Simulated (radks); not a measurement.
# Mn²⁺ in [Ne] 3p6 3d5 4f2: an all-electron calculation

An exercise on one series of results from a longer session: the logs are not shown, and one member is left open.

The numbers are computed with radks (a radial shooting solver on a logarithmic mesh, Libxc functionals) version 1 (scalar-relativistic Kohn-Sham, PBE, spin-polarised, spherical densities, finite nucleus; open shells are filled with parallel spins first), except any that are marked as measured or tabulated.

**Starting point**

```
element            : manganese (Z = 25)
charge             : +2
electrons          : 23
configuration      : [Ne] 3p6 3d5 4f2
nuclear rms radius : 3.7057 fm
```

Outer shells as boxes (Hund's rule):

Mn²⁺
```
[Ne] core
3p [↑↓][↑↓][↑↓]
3d [↑ ][↑ ][↑ ][↑ ][↑ ]
4f [↑ ][↑ ][  ][  ][  ][  ][  ]
```

Set-up of the first run:

Settings of this run:

```text
Z 25
configuration [Ne] 3p6 3d5 4f2
relativity scalar-relativistic
functional pbe,pbe
spin polarised
nucleus finite rms 3.7057 fm
c 137.035999084
```

One of the session's tables, all rows but one given; the rest of the session is left out.

It belongs to the step «Shells». Radial moments (bohr):

```
  level      <r>  outermost maximum (interpolated)  90 % within
1s down  0.06089                            0.0399        0.109
  1s up  0.06089                            0.0399        0.109
  2s up        ?                                 ?            ?
2s down   0.2788                             0.232        0.432
  2p up   0.2471                             0.188        0.405
2p down   0.2463                             0.188        0.404
  3p up   0.8637                             0.739         1.31
3p down   0.8725                             0.742         1.33
  3d up   0.9475                             0.711         1.55
3d down   0.9795                             0.721         1.62
  4f up    4.669                              4.19         6.84
```

Q: Estimate the row for 2s up from the others.

The run gave: <r>: 0.2795; outermost maximum (interpolated): 0.232; 90 % within: 0.434. In the column «<r>» it lies between 2s down (0.2788) and 3p up (0.8637).
